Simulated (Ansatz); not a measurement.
# CH6InP: how energies converge with the basis set

One table from this session's results is given with a row withheld; the runs are named, their logs left out.

Program: Ansatz 0.2.0, Gaussian basis. Level of theory: one geometry, several basis sets. These are calculated values, not measurements.

The runs, in order: PBE0-D4/def2-SVP; ωB97M-V/def2-SVP; PBE0-D4/def2-QZVPP; ωB97M-V/def2-QZVPP; the functionals' def2-TZVPP values are taken from earlier runs.

1 further run of the same task is left out (for a known fault of the program).

**The relaxed structure**

All runs share one geometry, relaxed beforehand with PBE0-D4 in a triple-zeta def2 set. In takes the def2 core potential; no spin-orbit term is included.

SMILES `[CH3][InH][PH2]`, 9 atoms, charge 0, spin multiplicity 1.

Atoms are counted from 1 here; the program's logs count them from 0.

Bond lengths: C1–In2 2.153 Å, C1–H4 1.091 Å, C1–H5 1.090 Å, C1–H6 1.093 Å, In2–P3 2.500 Å, In2–H7 1.730 Å, P3–H8 1.420 Å, P3–H9 1.421 Å. Angles: In2–C1–H4 110.4°, In2–C1–H5 111.3°, In2–C1–H6 109.1°, H4–C1–H5 109.4°, H4–C1–H6 107.9°, H5–C1–H6 108.6°, C1–In2–P3 119.4°, C1–In2–H7 122.5°, P3–In2–H7 118.0°, In2–P3–H8 94.1°, In2–P3–H9 94.0°, H8–P3–H9 94.3°.

Geometry (Å):

```
atom    x (Å)    y (Å)    z (Å)
  C1  -0.9344   1.0898  -0.9286
 In2   0.6956  -0.2144  -0.4006
  P3   0.3633  -1.9328   1.3848
  H4  -1.0429   1.1440  -2.0130
  H5  -1.8710   0.7500  -0.4872
  H6  -0.7207   2.0966  -0.5617
  H7   2.2137  -0.1880  -1.2305
  H8   1.6284  -1.7001   1.9874
  H9  -0.3319  -1.0450   2.2495
```

Set-up of the first run:

The input, in.yaml:

```yaml
crystal:
  periodic: [false, false, false]
  atoms:
    - {symbol: C, position_ang: [-0.934397, 1.089757, -0.928583]}
    - {symbol: In, position_ang: [0.695574, -0.214400, -0.400640]}
    - {symbol: P, position_ang: [0.363326, -1.932828, 1.384762]}
    - {symbol: H, position_ang: [-1.042910, 1.144030, -2.013048]}
    - {symbol: H, position_ang: [-1.871042, 0.749957, -0.487205]}
    - {symbol: H, position_ang: [-0.720747, 2.096571, -0.561684]}
    - {symbol: H, position_ang: [2.213668, -0.187989, -1.230490]}
    - {symbol: H, position_ang: [1.628400, -1.700057, 1.987397]}
    - {symbol: H, position_ang: [-0.331870, -1.045041, 2.249492]}
basis:
  gaussian: {orbitals: def2-SVP}
hamiltonian: {xc: pbe0, dispersion: d4}
output: {orbitals: {seedname: orbitals}}
```

Command:

```console
ansatz run in.yaml --threads 2 --pin off --events-out ev --progress --plain --max-ram 4352MiB
```

Among the steps run: PBE0-D4 in def2-SVP; ωB97M-V in def2-SVP; PBE0-D4 in def2-QZVPP; ωB97M-V in def2-QZVPP.

One table of the session follows, with a row left open; its other results are not shown here.

It belongs to the step «Density functionals: the series». 

```
functional       basis  HOMO (eV)  LUMO (eV)
   PBE0-D4    def2-SVP          ?          ?
   PBE0-D4  def2-TZVPP      -6.80      -1.47
   PBE0-D4  def2-QZVPP      -6.82      -1.48
   ωB97M-V    def2-SVP      -8.72       0.15
   ωB97M-V  def2-TZVPP      -8.80      -0.01
   ωB97M-V  def2-QZVPP      -8.82      -0.05
```

Estimate the missing values for PBE0-D4, def2-SVP.

The run gave: HOMO (eV): -6.75; LUMO (eV): -1.40. In the column «HOMO (eV)» it is the highest.
